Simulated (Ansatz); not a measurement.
# C₂H₉InO₃S: small, medium and large basis sets

An exercise on one series of results from a longer session: the logs are not shown, and one member is left open.

Method: one geometry, several basis sets; program: Ansatz 0.2.0, Gaussian basis.

The runs, in order: PBE0-D4/def2-SVP; ωB97M-V/def2-SVP; PBE0-D4/def2-QZVPP; ωB97M-V/def2-QZVPP; the functionals' def2-TZVPP values are taken from earlier runs.

### The relaxed structure

The geometry comes from an earlier relaxation with PBE0-D4 in a triple-zeta def2 set; it is a stationary point, not always the lowest conformer. In takes the def2 core potential; no spin-orbit term is included.

SMILES `C[S+](C)[In-]([OH])([OH])[OH]`, 16 atoms, charge 0, spin multiplicity 1.

Atoms are counted from 1 here; the program's logs count them from 0.

Bond lengths: C1–S2 1.799 Å, C1–H8 1.090 Å, C1–H9 1.090 Å, C1–H10 1.090 Å, S2–C3 1.800 Å, S2–In4 2.656 Å, C3–H11 1.090 Å, C3–H12 1.091 Å, C3–H13 1.090 Å, In4–O5 1.994 Å, In4–O6 2.000 Å, In4–O7 2.015 Å, O5–H14 0.960 Å, O6–H15 0.960 Å, O7–H16 0.959 Å. Angles: S2–C1–H8 109.4°, S2–C1–H9 109.8°, S2–C1–H10 106.8°, H8–C1–H9 111.0°, H8–C1–H10 109.5°, H9–C1–H10 110.3°, C1–S2–C3 100.7°, C1–S2–In4 94.5°, C3–S2–In4 98.8°, S2–C3–H11 107.0°, S2–C3–H12 109.5°, S2–C3–H13 109.5°, H11–C3–H12 110.0°, H11–C3–H13 109.3°, H12–C3–H13 111.4°, S2–In4–O5 104.2°, S2–In4–O6 96.5°, S2–In4–O7 91.9° and more.

The first run:

in.yaml reads:

```yaml
crystal:
  periodic: [false, false, false]
  atoms:
    - {symbol: C, position_ang: [-0.144521, 0.500709, 1.920581]}
    - {symbol: S, position_ang: [1.168351, 0.300238, 0.706938]}
    - {symbol: C, position_ang: [1.310899, -1.493061, 0.661798]}
    - {symbol: In, position_ang: [-0.431201, 0.635709, -1.386190]}
    - {symbol: O, position_ang: [0.792176, 0.533715, -2.957524]}
    - {symbol: O, position_ang: [-1.242777, 2.359409, -0.777801]}
    - {symbol: O, position_ang: [-1.501098, -1.006185, -0.915917]}
    - {symbol: H, position_ang: [-0.978895, -0.152470, 1.663163]}
    - {symbol: H, position_ang: [0.235637, 0.274298, 2.916370]}
    - {symbol: H, position_ang: [-0.467072, 1.540524, 1.865806]}
    - {symbol: H, position_ang: [2.049407, -1.734395, -0.102761]}
    - {symbol: H, position_ang: [0.345788, -1.928644, 0.399615]}
    - {symbol: H, position_ang: [1.661687, -1.854452, 1.628426]}
    - {symbol: H, position_ang: [0.631454, -0.262125, -3.469996]}
    - {symbol: H, position_ang: [-0.995119, 3.097062, -1.339403]}
    - {symbol: H, position_ang: [-2.434736, -0.810334, -0.813105]}
basis:
  gaussian: {orbitals: def2-SVP}
hamiltonian: {xc: pbe0, dispersion: d4}
output: {orbitals: {seedname: orbitals}}
```

Started as:

```
$ ansatz run in.yaml --threads 2 --pin off --events-out ev --progress --plain --max-ram 31744MiB --backend cpu
```

Steps of the session up to this table: PBE0-D4 in def2-SVP; ωB97M-V in def2-SVP; PBE0-D4 in def2-QZVPP; ωB97M-V in def2-QZVPP.

One of the session's tables, all rows but one given; the rest of the session is left out.

It belongs to the step «Density functionals: the series». 

```
functional       basis  HOMO (eV)
   PBE0-D4    def2-SVP      -7.41
   PBE0-D4  def2-TZVPP      -7.59
   PBE0-D4  def2-QZVPP          ?
   ωB97M-V    def2-SVP      -9.68
   ωB97M-V  def2-TZVPP      -9.84
   ωB97M-V  def2-QZVPP      -9.88
```

**Question.** Estimate the row for PBE0-D4, def2-QZVPP.

As computed: HOMO (eV): -7.63. In the column «HOMO (eV)» it lies between ωB97M-V, def2-SVP (-9.68) and PBE0-D4, def2-TZVPP (-7.59).
